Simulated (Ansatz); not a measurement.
# C3H6CuN: up Jacob's ladder to CCSD(T)

The task here is to estimate one member of a computed series from the others.

The runs use Ansatz 0.2.0, Gaussian basis; functionals in def2-TZVPP, the program's frozen cores in correlated methods.

Levels to be run: LDA (SPW92), PBE-D4, revPBE-D4, BLYP-D4, r2SCAN-D4, B97M-V, PBE0-D4, B3LYP-D4, r2SCANh-D4, r2SCAN0-D4, HSE06-D4, BHLYP-D4, CAM-B3LYP-D4, LC-ωPBE, ωB97X-V, ωB97M-V, B2PLYP, PBE-QIDH; CCSD(T)/def2-SVP; CCSD(T)/def2-TZVPP; MP2/def2-QZVPP; extrapolation to the limit; RPA on PBE.

### The geometry

The geometry comes from an earlier relaxation with PBE0-D4 in a triple-zeta def2 set; it is a stationary point, not always the lowest conformer.

SMILES `CC#[N+][Cu-][CH3]`, 11 atoms, charge 0, spin multiplicity 1.

Atoms are counted from 1 here; the program's logs count them from 0.

Bond lengths: C1–C2 1.444 Å, C1–H6 1.091 Å, C1–H7 1.091 Å, C1–H8 1.091 Å, C2–N3 1.147 Å, N3–Cu4 1.867 Å, Cu4–C5 1.910 Å, C5–H9 1.096 Å, C5–H10 1.096 Å, C5–H11 1.096 Å. Angles: C2–C1–H6 109.9°, C2–C1–H7 109.9°, C2–C1–H8 109.9°, H6–C1–H7 109.1°, H6–C1–H8 109.1°, H7–C1–H8 109.1°, C1–C2–N3 180.0°, C2–N3–Cu4 180.0°, N3–Cu4–C5 180.0°, Cu4–C5–H9 111.5°, Cu4–C5–H10 111.5°, Cu4–C5–H11 111.5°, H9–C5–H10 107.4°, H9–C5–H11 107.4°, H10–C5–H11 107.4°.

Set-up of the first run:

Contents of in.yaml:

```yaml
crystal:
  periodic: [false, false, false]
  atoms:
    - {symbol: C, position_ang: [-1.879565, -2.417430, 0.455379]}
    - {symbol: C, position_ang: [-1.002976, -1.290050, 0.243284]}
    - {symbol: N, position_ang: [-0.306767, -0.394640, 0.074739]}
    - {symbol: Cu, position_ang: [0.826845, 1.063405, -0.200072]}
    - {symbol: C, position_ang: [1.986216, 2.554619, -0.481310]}
    - {symbol: H, position_ang: [-1.367351, -3.179822, 1.044663]}
    - {symbol: H, position_ang: [-2.171912, -2.845665, -0.504834]}
    - {symbol: H, position_ang: [-2.774998, -2.095640, 0.989710]}
    - {symbol: H, position_ang: [2.348332, 2.966686, 0.467196]}
    - {symbol: H, position_ang: [2.865090, 2.274379, -1.072610]}
    - {symbol: H, position_ang: [1.477095, 3.364148, -1.016145]}
basis:
  gaussian: {orbitals: def2-TZVPP}
hamiltonian: {xc: lda}
output: {orbitals: {seedname: orbitals}}
```

Launch:

```bash
ansatz run in.yaml --threads 2 --pin off --events-out ev --progress --plain --max-ram 32768MiB --backend cuda --devices 0, --max-vram 18GiB
```

Steps of the session up to this table: LDA; PBE-D4 (GGA); revPBE-D4 (GGA); BLYP-D4 (GGA); r2SCAN-D4 (meta-GGA); B97M-V (meta-GGA); B3LYP-D4 (hybrid); r2SCANh-D4 (hybrid); r2SCAN0-D4 (hybrid); HSE06-D4 (hybrid); BHLYP-D4 (hybrid); CAM-B3LYP-D4 (range-separated); LC-ωPBE (range-separated); ωB97X-V (range-separated); ωB97M-V (range-separated); B2PLYP (double hybrid); PBE-QIDH (double hybrid).

One of the session's tables, all rows but one given; the rest of the session is left out.

It belongs to the step «Orbital energies across the functionals». 

| functional | HOMO (eV) | gap (eV) |
| --- | --- | --- |
| LDA (SPW92) | -4.74 | 3.07 |
| PBE-D4 | -4.49 | 3.05 |
| revPBE-D4 | -4.40 | 3.04 |
| BLYP-D4 | -4.40 | 3.06 |
| r2SCAN-D4 | -4.51 | 3.29 |
| B97M-V | -4.48 | 3.31 |
| PBE0-D4 | -5.41 | 4.92 |
| B3LYP-D4 | -5.28 | 4.54 |
| r2SCANh-D4 | -4.90 | 4.02 |
| r2SCAN0-D4 | -5.48 | 5.12 |
| HSE06-D4 | -5.01 | 4.13 |
| BHLYP-D4 | ? | ? |
| CAM-B3LYP-D4 | -6.77 | 7.40 |
| LC-ωPBE | -8.06 | 9.87 |
| ωB97X-V | -7.69 | 9.41 |
| ωB97M-V | -7.67 | 8.86 |

Estimate the missing values for BHLYP-D4.

Worked estimate for «HOMO (eV)». Against the share of exact exchange, BLYP-D4 (0, -4.40), B3LYP-D4 (0.2, -5.28) give a slope of -4.40 per unit share; at 0.5 the line stands at -6.60.

The run gave: HOMO (eV): -6.29; gap (eV): 6.81. In «HOMO (eV)» the line misses by -0.31.
